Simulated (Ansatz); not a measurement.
# CH₅NOSSi: geometry optimisation

Aim: relax CH₅NOSSi at this level.

Method: RKS PBE0-D4/def2-SVPD; program: Ansatz 0.2.0.

1 further run of the same task is left out (set aside as unsound or not needed).

**1. The starting structure**

10 atoms, charge 0, spin multiplicity 1.

Atoms are counted from 1 here; the program's logs count them from 0.

Bond lengths: O1–Si2 1.737 Å, O1–H6 0.971 Å, Si2–N3 1.914 Å, Si2–H7 1.544 Å, N3–C4 1.310 Å, N3–H8 1.027 Å, C4–S5 1.759 Å, C4–H9 1.102 Å, S5–H10 1.362 Å. Angles: Si2–O1–H6 112.0°, O1–Si2–N3 99.8°, O1–Si2–H7 101.0°, N3–Si2–H7 90.0°, Si2–N3–C4 124.2°, Si2–N3–H8 116.3°, C4–N3–H8 116.4°, N3–C4–S5 123.1°, N3–C4–H9 117.7°, S5–C4–H9 118.7°, C4–S5–H10 95.7°.

Coordinates:

```csv
atom,x (Å),y (Å),z (Å)
O1,-1.3586,-0.6466,2.2364
Si2,0.2726,-0.4202,1.6848
N3,-0.0058,-0.5321,-0.2057
C4,0.3180,0.4120,-1.0544
S5,0.8852,0.0835,-2.6863
H6,-1.4398,-1.4125,2.8276
H7,0.3382,1.1191,1.5844
H8,-0.1148,-1.4769,-0.5939
H9,0.3579,1.4469,-0.6779
H10,0.8303,1.3758,-3.1121
```

**2. Relaxation**

Input file input.yaml:

```yaml
crystal:
  periodic: [false, false, false]
  atoms:
    - { symbol: O, position_ang: [-1.3586, -0.646643, 2.236403] }
    - { symbol: Si, position_ang: [0.272556, -0.42023, 1.68483] }
    - { symbol: "N", position_ang: [-0.005765, -0.532129, -0.205744] }
    - { symbol: C, position_ang: [0.317962, 0.412039, -1.054357] }
    - { symbol: S, position_ang: [0.885198, 0.083487, -2.686292] }
    - { symbol: H, position_ang: [-1.43982, -1.412476, 2.827563] }
    - { symbol: H, position_ang: [0.338212, 1.119133, 1.58444] }
    - { symbol: H, position_ang: [-0.114778, -1.476882, -0.593908] }
    - { symbol: H, position_ang: [0.357876, 1.446913, -0.677868] }
    - { symbol: H, position_ang: [0.830259, 1.375788, -3.112068] }
basis:
  gaussian: { orbitals: def2-SVPD }
hamiltonian:
  xc: pbe0
  dispersion: d4
output:
  forces: true
relax:
  f_tol: 0.003
  max_steps: 120
```

Run with:

```console
ansatz run input.yaml --threads 1 --pin off --max-ram 2560MiB --backend cpu --events-out ev --progress --plain --runs-dir out
```

The program printed, shortened:

```text
Warning: RAYON_NUM_THREADS=1 ignored (pool sized by the plan → 1); use --threads N
[...]
Functional definition: PBE0
[...]
1369 factors; their error is unknown
[...]
mean field -23346.96104656 eV, -857.9849933224 hartree, gradient 6.1e-5 eV, S^2 0.000000; 0 other end points of the search recorded, 0 dependent functions left out
[...]
reference -23346.96109340 eV, -857.9849950439 hartree; 28, 28 occupied and 126, 126 virtual orbitals, 1369 factors
relax step   1: F+E_penalty+E_count = -23347.16122069 eV  Δ(F+E_penalty+E_count) = +0.000e0 eV  max|allowed force component| = 8.849e-1 eV/Å  Δτ_max = 0.0000 Å  (30 SCF iters, accepted)
[...]
relax step   3: F+E_penalty+E_count = -23347.19480077 eV  Δ(F+E_penalty+E_count) = -5.205e-3 eV  max|allowed force component| = 1.942e-1 eV/Å  Δτ_max = 0.0308 Å  (34 SCF iters, accepted)
[...]
relax step   5: F+E_penalty+E_count = -23347.19904600 eV  Δ(F+E_penalty+E_count) = -1.889e-3 eV  max|allowed force component| = 2.776e-2 eV/Å  Δτ_max = 0.0236 Å  (34 SCF iters, accepted)
[...]
relax step   7: F+E_penalty+E_count = -23347.19933007 eV  Δ(F+E_penalty+E_count) = -1.017e-4 eV  max|allowed force component| = 6.075e-3 eV/Å  Δτ_max = 0.0063 Å  (34 SCF iters, accepted)
[...]
relax step   9: F+E_penalty+E_count = -23347.19933843 eV  Δ(F+E_penalty+E_count) = -1.841e-6 eV  max|allowed force component| = 3.560e-3 eV/Å  Δτ_max = 0.0015 Å  (27 SCF iters, accepted)
[...]
relax step  10: F+E_penalty+E_count = -23347.19933953 eV  Δ(F+E_penalty+E_count) = -1.102e-6 eV  max|allowed force component| = 1.304e-3 eV/Å  Δτ_max = 0.0006 Å  (22 SCF iters, accepted)
1369 factors; their error is unknown
[...]
mean field -23346.99852842 eV, -857.9863707553 hartree, gradient 8.4e-5 eV, S^2 0.000000; 1 other end points of the search recorded, 0 dependent functions left out
[...]
reference -23346.99857505 eV, -857.9863724691 hartree; 28, 28 occupied and 126, 126 virtual orbitals, 1369 factors
Total energy: -23347.19938616 eV, -857.9937521413 hartree
Atom 0 at    -1.356328    -0.624129     2.170569 Å, force     0.000847     0.000446    -0.000440 eV/Å
Atom 1 at     0.294080    -0.410814     1.726156 Å, force    -0.000690     0.000096     0.000158 eV/Å
Atom 2 at     0.055237    -0.544375    -0.193239 Å, force    -0.000502    -0.001238    -0.000194 eV/Å
Atom 3 at     0.346092     0.384394    -1.033274 Å, force     0.000539     0.001304     0.000596 eV/Å
Atom 4 at     0.758362     0.090183    -2.700409 Å, force    -0.000003    -0.000589    -0.000381 eV/Å
Atom 5 at    -1.485339    -1.375795     2.752222 Å, force    -0.000629    -0.000875     0.000831 eV/Å
Atom 6 at     0.322467     1.117714     1.568414 Å, force     0.000440     0.000662    -0.000135 eV/Å
Atom 7 at    -0.045115    -1.486823    -0.567339 Å, force     0.000199     0.000174    -0.000207 eV/Å
Atom 8 at     0.404837     1.410037    -0.652639 Å, force    -0.000225    -0.000365    -0.000037 eV/Å
Atom 9 at     0.788807     1.388607    -3.067463 Å, force     0.000025     0.000384    -0.000192 eV/Å
Dipole moment:     0.082722     0.093214    -0.987898 e Å
```

Wall time 97 s (1 thread of Arm Neoverse V2, shared host); peak memory 0.38 GiB.

Step by step:

```csv
step,energy from step 1 (eV),largest force component (eV/Å)
1,0.0000,0.8849
2,-0.0284,0.4164
3,-0.0336,0.1942
4,-0.0359,0.1169
5,-0.0378,0.0278
6,-0.0380,0.0272
7,-0.0381,0.0061
8,-0.0381,0.0035
9,-0.0381,0.0036
10,-0.0381,0.0013
```

Close pairs (by a distance rule), those that changed most:

```csv
bond,before (Å),after (Å),change (Å)
Si2–N3,1.914,1.939,+0.025
N3–C4,1.310,1.286,-0.024
C4–S5,1.759,1.742,-0.016
O1–Si2,1.737,1.722,-0.014
S5–H10,1.362,1.350,-0.012
O1–H6,0.971,0.959,-0.012
N3–H8,1.027,1.019,-0.008
Si2–H7,1.544,1.537,-0.007
```

**3. Outcome**

```
             quantity      value
        energy gained  0.0381 eV
root mean square move    0.073 Å
        dipole moment     4.78 D
```

What this shows: Bond lengths: O1–Si2 1.722 Å, O1–H6 0.959 Å, Si2–N3 1.939 Å, Si2–H7 1.537 Å, N3–C4 1.286 Å, N3–H8 1.019 Å, C4–S5 1.742 Å, C4–H9 1.096 Å, S5–H10 1.350 Å. Angles: Si2–O1–H6 112.5°, O1–Si2–N3 97.4°, O1–Si2–H7 99.6°, N3–Si2–H7 88.2°, Si2–N3–C4 124.7°, Si2–N3–H8 116.1°, C4–N3–H8 116.8°, N3–C4–S5 123.8°, N3–C4–H9 117.5°, S5–C4–H9 118.5°, C4–S5–H10 95.9°. No frequencies were computed here.
